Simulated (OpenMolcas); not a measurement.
# Ta⁴⁺ among point charges: CASSCF and CASPT2 levels and susceptibility

How does a field of 8 point charges split the states of Ta⁴⁺, and what χT follows?

Method: state-averaged CASSCF and CASPT2, spin-orbit coupling by RASSI with atomic mean-field integrals. Code: OpenMolcas 26.06.

### Step 1. Starting point

* Species: Ta⁴⁺ (tantalum, Z = 73, 69 electrons)
* Basis: ANO-RCC-VDZP [7s6p4d2f1g], 68 functions
* Scalar Hamiltonian: DKH2, point nucleus
* Inactive shells: 1s 2s 2p 3s 3p 3d 4s 4p 4d 4f 5s 5p
* Active space: 1 electron in 5 orbitals (5d)
* Some configurations of this space: 5d
* Orbitals: optimised for each spin and parity, averaged over all roots

Outer shells as boxes (Hund's rule):

5d
```
5d [↑ ][  ][  ][  ][  ]
```

The ion sits among 8 point charges of -1.2 e arranged as a cube (Oh), 2.22 Å from the ion.

Each step is its own input file, run in one work folder so that later steps find the files of earlier ones. Labels, J, g values, rates, χT and fits are worked out afterwards by a script from the matrices that RASSI stores. The input lists half of the charges; inversion (Group=XYZ) makes the rest.

### Step 2. GATEWAY and SEWARD: basis and integrals

a.inp

```
&GATEWAY
Coord
1

Ta 0.0 0.0 0.0
Basis=ANO-RCC-VDZP
Group=XYZ
NoMove
AngMom=0.0 0.0 0.0
AMFI
XField
4 Angstrom 0
1.281718 1.281718 1.281718 -1.200000
1.281718 1.281718 -1.281718 -1.200000
1.281718 -1.281718 1.281718 -1.200000
1.281718 -1.281718 -1.281718 -1.200000
&SEWARD
```

Run with:

```bash
$ OMP_NUM_THREADS=1 MOLCAS_MEM=1689 MOLCAS_PROJECT=a pymolcas a.inp > a.log
```

Standard output:

```text
Basis set label: TA.ANO-RCC...7S6P4D2F1G.

      Electronic valence basis set:
      ------------------
      Associated Effective Charge  73.000000 au
      Associated Actual Charge     73.000000 au
      Nuclear Model: Point charge

      Shell  nPrim  nBasis  Cartesian Spherical Contaminant
         s      24       7        X
         p      21       6        X
         d      15       4                 X
         f      11       2                 X
         g       4       1                 X
                  Relativistic Douglas-Kroll-Hess integrals:
                    - DKH order of Hamiltonian: 2
                    - DKH order of Properties : 0
                  Atomic mean-field integrals
```

### Step 3. Reference wave functions, doublets of even parity, 5 roots

a.inp

```
&RASSCF
FileOrb=start.orb
Symmetry=1
Spin=2
nActEl=1 0 0
Inactive=15 19
Ras2=5 0
CIRoot=5 5 1
SDav=5
CIMx=300
Iter=120 100
PrWF=0.3
OrbListing=Nothing
MaxOrb=0
>>> COPY $Project.JobIph JOB001
```

start.orb holds the contracted functions of the basis, ordered by shell, or the orbitals of the step before.

Standard output, shortened:

```text
[...]
      Number of active orbitals                  5
[...]
      Spin quantum number                      0.5
[...]
      Active orbitals                            5   0
[...]
      Number of CSFs                             5
      Number of root(s) required                 5
[...]
      Convergence after 10 iterations
[...]
      Natural orbitals and occupation numbers for root  1
      sym 1:  -0.000000   0.000000  -0.000000   0.000000   1.000000
      Natural orbitals and occupation numbers for root  2
      sym 1:  -0.000000  -0.000000   1.000000   0.000000   0.000000
      Natural orbitals and occupation numbers for root  3
      sym 1:   0.000000   1.000000   0.000000   0.000000   0.000000
::    RASSCF root number  1 Total energy: -15596.18226733
::    RASSCF root number  2 Total energy: -15596.18226733
::    RASSCF root number  3 Total energy: -15596.14922959
::    RASSCF root number  4 Total energy: -15596.14922959
::    RASSCF root number  5 Total energy: -15596.14922959
```

### Step 4. RASSI: spin-orbit coupling between the states

a.inp

```
&RASSI
NrOfJobIphs=1 5
1 2 3 4 5
IphNames
JOB001
EJob
SpinOrbit
DIPRint=1.0
SOCoupling=1000.0
Subsets=2
Property=9
'ANGMOM' 1 'ANGMOM' 2 'ANGMOM' 3 'MLTPL  1' 1 'MLTPL  1' 2 'MLTPL  1' 3
'AMFI' 1 'AMFI' 2 'AMFI' 3
SOProperty=3
'ANGMOM' 1 'ANGMOM' 2 'ANGMOM' 3
```

Standard output, shortened:

```text
SPIN-FREE ENERGIES:
  (Shifted by EMIN (a.u.) =     -15596.1822673273)
 SF State       Relative EMIN(au)   Rel lowest level(eV)    D:o, cm**(-1)      L_eff
     1             0.0000000000        0.0000000000              0.0000         2.0
     2             0.0000000000        0.0000000000              0.0000         2.0
     3             0.0330377396        0.8990026933           7250.9457         2.0
     4             0.0330377396        0.8990026933           7250.9457         2.0
     5             0.0330377396        0.8990026933           7250.9457         2.0
     Dipole printing threshold changed to   1.00000000E+00
Eigenvalues of complex Hamiltonian:
   -----------------------------------
  (Shifted by EMIN (a.u.) =     -15596.1822673273)
 SO State       Relative EMIN(au)   Rel lowest level(eV)    D:o, cm**(-1)     J-value
     1            -0.0085981438        0.0000000000              0.0000         1.3
     2            -0.0085981438        0.0000000001              0.0000         1.3
     3            -0.0085981438        0.0000000001              0.0000         1.3
     4            -0.0085981438        0.0000000000              0.0000         1.3
     5             0.0342298013        1.1654077553           9399.6475         1.8
     6             0.0342298013        1.1654077553           9399.6475         1.8
     7             0.0342298013        1.1654077552           9399.6475         1.9
     8             0.0342298013        1.1654077552           9399.6475         1.9
     9             0.0478499038        1.5360296248          12388.9144         2.0
    10             0.0478499038        1.5360296248          12388.9144         2.0
Weights of the five most important spin-orbit-free states for each spin-orbit state.
[...]
```

Time for these steps: 1.8 s (1 thread of Arm Neoverse V1, shared host).

Spin-free states, with their symmetry labels:

```tsv
state	degeneracy	E (cm-1)	free-ion L (%)
2E	2	0	D (100)
2T2	3	7251	D (100)
```

With spin-orbit coupling:

```json
{"E (cm-1)": "0.0", "Degeneracy": "4", "Label": "Γ8", "2S+1": "2", "g": ""}
{"E (cm-1)": "9400", "Degeneracy": "4", "Label": "Γ8", "2S+1": "2", "g": ""}
{"E (cm-1)": "12389", "Degeneracy": "2", "Label": "Γ7", "2S+1": "2", "g": "2.00 2.00 2.00"}
```

Principal g values are given for doublets only; a zero marks a field direction without first-order Zeeman splitting.

Powder χT (cm³ K/mol): 0.17 at 2 K, 0.17 at 5 K, 0.17 at 10 K, 0.17 at 20 K, 0.17 at 50 K, 0.17 at 100 K, 0.18 at 150 K, 0.18 at 200 K, 0.18 at 250 K, 0.19 at 300 K.

A ligand-field fit to the states below 45000 cm-1 gives 10Dq = -7251 cm-1, the gap between the two states.

### Step 5. CASPT2: IPEA 0.25, imaginary shift 0.1 (closed shells correlated: 4f 5s 5p)

a.inp

```
>>> COPY JOB001 $Project.JobIph
&CASPT2
Multistate=5 1 2 3 4 5
NoMult
Frozen=14 9
IPEA=0.25
Imaginary=0.1
MaxIter=60
WThr=0.0 0.3 0.05
PrWF=0.5
NoMix
```

Run with:

```bash
$ OMP_NUM_THREADS=1 MOLCAS_MEM=1689 MOLCAS_PROJECT=a pymolcas a.inp > a.log
```

Standard output:

```text
Orbital specifications:
      -----------------------

      Symmetry species                           1   2
                                                ag  au
      Frozen orbitals                           14   9
      Inactive orbitals                          1  10
      Active orbitals                            5   0
      Secondary orbitals                        16  13
      Deleted orbitals                           0   0
      Number of basis functions                 36  32
Type of calculation                        SS-CASPT2
      Fock operator                              state-specific
      IPEA shift                                 0.25
      Real shift                                 0.00
      Imaginary shift                            0.10
      The input orbitals will be transformed to quasi-canonical
Reference energy:      -15596.1822673273
      E2 (Non-variational):      -0.8285436548
      Shift correction:          -0.0001248972
      E2 (Variational):          -0.8286685519
      Total energy:          -15597.0109358793
      Residual norm:              0.0000001957
      Reference weight:           0.91764
      Contributions to the CASPT2 correlation energy
      Active & Virtual Only:          0.0000000000
      One Inactive Excited:          -0.0414212279
      Two Inactive Excited:          -0.7871224269
Reference energy:      -15596.1822673273
      E2 (Non-variational):      -0.8285640148
      Shift correction:          -0.0001249433
      E2 (Variational):          -0.8286889581
      Total energy:          -15597.0109562854
      Residual norm:              0.0000001952
      Reference weight:           0.91763
      Contributions to the CASPT2 correlation energy
      Active & Virtual Only:          0.0000000000
      One Inactive Excited:          -0.0414423406
      Two Inactive Excited:          -0.7871216742
::    CASPT2 Root  1     Total energy: -15597.01093588
::    CASPT2 Root  2     Total energy: -15597.01095629
::    CASPT2 Root  3     Total energy: -15596.97861750
::    CASPT2 Root  4     Total energy: -15596.97862082
::    CASPT2 Root  5     Total energy: -15596.97826915
```

Time for this run: 0.87 s (1 thread of Arm Neoverse V1, shared host).

SS-CASPT2: lowest energy less the reference's lowest, -0.8287 hartree; reference weights 0.918.

States without spin-orbit coupling:

```tsv
state	degeneracy	E (cm-1)	free-ion L (%)
2E	2	0	D (100)
2T2	3	7121	D (100)
```

With spin-orbit coupling:

```json
{"E (cm-1)": "0", "Degeneracy": "4", "Label": "Γ8", "2S+1": "2", "g": ""}
{"E (cm-1)": "9320", "Degeneracy": "4", "Label": "Γ8", "2S+1": "2", "g": ""}
{"E (cm-1)": "12280", "Degeneracy": "2", "Label": "Γ7", "2S+1": "2", "g": "2.00 2.00 2.00"}
```

Powder χT (cm³ K/mol): 0.17 at 2 K, 0.17 at 5 K, 0.17 at 10 K, 0.17 at 20 K, 0.17 at 50 K, 0.18 at 100 K, 0.18 at 150 K, 0.18 at 200 K, 0.18 at 250 K, 0.19 at 300 K.

A ligand-field fit to the states below 45000 cm-1 gives 10Dq = -7121 cm-1, the gap between the two states.

### Step 6. The methods side by side

A. CASSCF
B. SS-CASPT2, IPEA 0.25, imaginary shift 0.1 (closed shells correlated: 4f 5s 5p)

```tsv
method	ground state	first state of that spin (cm-1)	first gap with spin-orbit (cm-1)	χT at 300 K
A	2E	2T2 7251	9399.6	0.19
B	2E	2T2 7121	9322.2	0.19
```

### Step 7. Outcome

| quantity | value |
| --- | --- |
| method | SS-CASPT2, IPEA 0.25, imaginary shift 0.1 (closed shells correlated: 4f 5s 5p) |
| spin-free ground state | 2E, 2-fold in its orbital part |
| first state of the same spin within the active space | 2T2 at 7120 cm⁻¹ |
| lowest level | 4-fold Γ8 |
| next level | 9322.2 cm⁻¹ |
| χT at 300 K | 0.19 cm³ K/mol |
| effective moment at 300 K | 1.23 μB |

Cost by method:

```tsv
method	time of its own steps	time with the reference
A. CASSCF	1.8 s	1.8 s
B. SS-CASPT2, IPEA 0.25, imaginary shift 0.1, +4f 5s 5p	0.87 s	2.7 s
```

Times are of one thread on a shared host.

The spin-free ground state (2E) comes to 100 % from free-ion D terms and keeps the highest spin of the shell. χT at 300 K is 0.19, against 0.38 cm³ K/mol for the spin alone, so orbital moment lowers it. A ligand-field fit to the states below 45000 cm-1 gives 10Dq = -7121 cm-1, the gap between the two states. CASPT2 does not keep the components of a term degenerate, and the means are used. An orbital doublet at a regular site is open to a Jahn-Teller distortion, which this geometry leaves out. The field of point charges can differ much from that of real complexes. Point charges carry no covalency, so the field is a model and not that of real ligands.
